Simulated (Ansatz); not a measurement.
# B4H16Zr: the cost of one run

Program: Ansatz 0.2.0. Level of theory: DFT wB97X-V, Gaussian basis def2-TZVP. These are calculated values, not measurements.

### Step 1. The structure to begin with

Bond lengths (14 of 32 bonds, heavy atoms first): Zr1–B2 2.265 Å, Zr1–B7 2.344 Å, Zr1–B12 2.363 Å, Zr1–B17 2.386 Å, B2–H3 1.211 Å, Zr1–H4 2.206 Å, B2–H4 1.273 Å, Zr1–H5 2.239 Å, B2–H5 1.254 Å, Zr1–H6 2.191 Å, B2–H6 1.208 Å, B7–H8 1.130 Å, Zr1–H9 2.230 Å, B7–H9 1.282 Å. Angles (14 of 172 angles, heavy atoms first): B2–Zr1–B7 111.6°, B2–Zr1–B12 110.4°, B2–Zr1–B17 109.3°, B7–Zr1–B12 108.3°, B7–Zr1–B17 109.6°, B12–Zr1–B17 107.5°, Zr1–B2–H3 177.3°, Zr1–B2–H4 70.9°, Zr1–B2–H5 72.7°, Zr1–B2–H6 70.9°, B2–Zr1–H4 33.1°, B2–Zr1–H5 32.3°, B2–Zr1–H6 31.4°, B2–Zr1–H9 116.8°.

Structure file:

```xyz
21

Zr    0.0358    0.0087    0.0019
B     1.3022    1.3339    1.3324
H     2.0248    2.0140    2.0256
H     1.6636    0.1227    1.4864
H     1.4864    1.7074    0.1500
H     0.1409    1.4578    1.6423
B     1.3591   -1.3615   -1.3632
H     2.0224   -1.9968   -2.0218
H     0.8180   -2.0369   -0.4173
H     0.4266   -0.8538   -2.0273
H     2.0376   -0.3903   -0.8633
B    -1.3520    1.3234   -1.3878
H    -2.0450    2.0060   -2.0040
H    -0.1520    1.4334   -1.6627
H    -1.6828    0.1145   -1.4778
H    -1.4776    1.6582   -0.1488
B    -1.3844   -1.3448    1.3597
H    -2.0094   -2.0043    2.0489
H    -1.9539   -0.3680    0.9785
H    -0.9988   -1.9957    0.3074
H    -0.3247   -0.9349    1.9797
```

### Step 2. Relaxing the atoms: B4H16Zr

File input.yaml:

```yaml
relax:
  f_tol: 0.001
  max_steps: 200
crystal:
  periodic: [false, false, false]
  atoms:
    - { symbol: Zr, position_ang: [0.03577, 0.00873, 0.00193] }
    - { symbol: B, position_ang: [1.30218, 1.33391, 1.33236] }
    - { symbol: H, position_ang: [2.02484, 2.01396, 2.02562] }
    - { symbol: H, position_ang: [1.66364, 0.12271, 1.48641] }
    - { symbol: H, position_ang: [1.48635, 1.70738, 0.14999] }
    - { symbol: H, position_ang: [0.14089, 1.45781, 1.64226] }
    - { symbol: B, position_ang: [1.3591, -1.36147, -1.36315] }
    - { symbol: H, position_ang: [2.02239, -1.99678, -2.02176] }
    - { symbol: H, position_ang: [0.81796, -2.03693, -0.41728] }
    - { symbol: H, position_ang: [0.42658, -0.85381, -2.02727] }
    - { symbol: H, position_ang: [2.03758, -0.39027, -0.86332] }
    - { symbol: B, position_ang: [-1.35198, 1.32338, -1.38783] }
    - { symbol: H, position_ang: [-2.04497, 2.00602, -2.00402] }
    - { symbol: H, position_ang: [-0.15201, 1.43341, -1.66271] }
    - { symbol: H, position_ang: [-1.68277, 0.11451, -1.47781] }
    - { symbol: H, position_ang: [-1.47765, 1.65817, -0.14878] }
    - { symbol: B, position_ang: [-1.38442, -1.34481, 1.35972] }
    - { symbol: H, position_ang: [-2.00944, -2.00434, 2.04889] }
    - { symbol: H, position_ang: [-1.95387, -0.36805, 0.97852] }
    - { symbol: H, position_ang: [-0.99882, -1.99567, 0.30739] }
    - { symbol: H, position_ang: [-0.32472, -0.93492, 1.97967] }
basis:
  gaussian: { orbitals: def2-TZVP }
hamiltonian:
  xc: { name: wB97X-V }
```

Launch:

```
> ansatz run input.yaml --threads 8 --pin off --max-ram 24576MiB --backend cpu --events-out ev --progress --plain --runs-dir out
```

Q: Estimate wall time and peak memory on 8 threads of AMD EPYC 7R13 (Zen 3), shared host.

About 64 s, with a peak of 1.4 GiB.
